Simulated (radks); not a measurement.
# Valence configurations of Sm⁺

An exercise on one series of results from a longer session: the logs are not shown, and one member is left open.

Program: radks (a radial shooting solver on a logarithmic mesh, Libxc functionals) version 1. Level of theory: Dirac Kohn-Sham, LDA (Slater exchange, Perdew-Wang correlation), spin-unpolarised, spherical densities, finite nucleus; open shells are shared between the two j in proportion to 2j + 1. These are calculated values, not measurements, unless marked.

## Starting point

| Item | Value |
| --- | --- |
| element | samarium (Z = 62) |
| charge | +1 |
| electrons | 61 |
| configuration | [Xe] 4f6 6s1 |
| nuclear rms radius | 5.0819 fm |
| others tried | 4f5.5 6s1.5; 4f7; 4f5 6s2; 4f6 6s0.5 6p0.5; 4f5.5 5d0.5 6s1; 4f6 5d1; 4f5 6s0.5 6p1.5; 4f5 5d1 6s1; 4f6 6p1 |

The outer shells:

Sm⁺
```
[Xe] core
4f [↑ ][↑ ][↑ ][↑ ][↑ ][↑ ][  ]
6s [↑ ]
```

Set-up of the first run:

The run's settings:

```text
Z 62
configuration [Xe] 4f6 6s1
relativity Dirac
functional lda,pw
spin unpolarised
j_filling average
nucleus finite rms 5.0819 fm
c 137.035999084
```

Steps of the session up to this table: [Xe] 4f6 6s1.

One of the session's tables, all rows but one given; the rest of the session is left out.

It belongs to the step «[Xe] 4f6 6s1». From the orbitals of this run (lengths in bohr):

```
level     <r>  outermost maximum (interpolated)  90 % within  nodes
4d3/2  0.6652                             0.583         1.00      1
4d5/2  0.6756                             0.591         1.02      1
5s1/2   1.409                              1.26         2.03      4
5p1/2       ?                                 ?            ?      ?
5p3/2   1.689                              1.46         2.49      3
4f5/2  0.9954                             0.610         1.76      0
6s1/2   3.862                              3.40         5.59      5
4f7/2   1.014                             0.616         1.80      0
```

Q: Estimate the row for 5p1/2 from the others.

The run gave: <r>: 1.592; outermost maximum (interpolated): 1.38; 90 % within: 2.34; nodes: 3. In the column «<r>» it lies between 5s1/2 (1.409) and 5p3/2 (1.689).
